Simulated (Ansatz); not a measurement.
This script makes relaxations under a series of pressures of Pt, space group Im-3m with the Python package of Ansatz (0.2.0).

Script `run_compress.py`:
```python
'''Cell of Pt under pressure.'''

import warnings

import ansatz as az
from ase import Atoms
import numpy as np

params = {
    'filling': 'cold',
    'width_ev': 0.1,
    'cutoff': 530,
}

def edges_and_angles(cell):
    cell = np.asarray(cell)
    a, b, c = np.linalg.norm(cell, axis=1)
    cosines = cell[1] @ cell[2] / (b * c), cell[0] @ cell[2] / (a * c), cell[0] @ cell[1] / (a * b)
    return (a, b, c, *np.degrees(np.arccos(cosines)))

warnings.simplefilter('ignore', az.DeckWarning)

atoms = Atoms(
    ['Pt'],
    scaled_positions=[
        (0.0, 0.0, 0.0),
    ],
    cell=[
        (-1.58422, 1.58422, 1.58422),
        (1.58422, -1.58422, 1.58422),
        (1.58422, 1.58422, -1.58422),
    ],
    pbc=True,
)
xtal = az.Crystal.from_ase(atoms)

calculation = (
    xtal.calculation()
    .functional(az.Functional.R2SCAN)
    .occupations(params['filling'], width=params['width_ev'])
    .basis(params['cutoff'])
    .kpoints(12)
    .pseudopotentials('paw', azcp={'folder': 'soft_1'})
)

# H = F + PV, with 1 GPa A^3 = 1/160.21766 eV
rows = []
for pressure in [0, 5, 10, 20]:
    done = calculation.relax(cell=True, pressure=pressure, max_steps=40).run()
    cell = done.lattice.cell_ang
    n_atoms = len(done.lattice.sites)
    volume = abs(np.linalg.det(cell)) / n_atoms
    enthalpy = done.report['free_energy_ev'] / n_atoms + pressure * volume / 160.21766
    rows.append((pressure, volume, enthalpy, *edges_and_angles(cell)))
    print(f'{pressure} GPa done: {volume:.4f} A^3/atom')

print(' P (GPa)  V (A^3/atom)  H (eV/atom)     a       b       c')
for row in rows:
    print('{:8.1f} {:12.4f} {:14.5f} {:7.4f} {:7.4f} {:7.4f}'.format(*row[:6]))
p, v = np.array([row[0] for row in rows], float), np.array([row[1] for row in rows])
print('mean bulk modulus between rows (GPa):', np.round(-np.diff(p) / np.diff(np.log(v)), 1))
```

How far does the cell shrink over this series of pressures, and what bulk modulus does the first step imply?

The volume falls from 15.45 Å³ an atom at 0 GPa to 14.49 at 20 GPa, by 6.2 %. Between 0 and 5 GPa, -V dP/dV is about 275 GPa, a mean over that step.

What the script printed:

```console
$ python run_compress.py
0 GPa done: 15.4490 A^3/atom
5 GPa done: 15.1707 A^3/atom
10 GPa done: 14.9191 A^3/atom
20 GPa done: 14.4868 A^3/atom
 P (GPa)  V (A^3/atom)  H (eV/atom)     a       b       c
     0.0      15.4490   -12538.17582  2.7175  2.7175  2.7175
     5.0      15.1707   -12537.69814  2.7011  2.7011  2.7011
    10.0      14.9191   -12537.22869  2.6861  2.6861  2.6861
    20.0      14.4868   -12536.31140  2.6599  2.6599  2.6599
mean bulk modulus between rows (GPa): [275.  299.  340.1]
```

What to keep in mind:
- Absolute energies stand on the zero of these potentials, so only differences at equal settings mean something.
- At a fixed pressure a relaxation lowers the enthalpy F + PV, while F alone can rise.
- The mesh is modest for a metal, so energies can be off by several to tens of meV an atom and pressures by half a GPa or more; differences at equal mesh fare better.
- Spin-orbit coupling, which matters for elements this heavy, is left out.
- This isn't the structure that Pt takes at ambient conditions.
- Symmetry holds the cell in this phase, whether or not it is the stable one at each pressure.
- Finished in 41 s on 1 thread of Intel(R) Xeon(R) Processor @ 2.30GHz, on a shared host, peak memory 0.56 GiB.
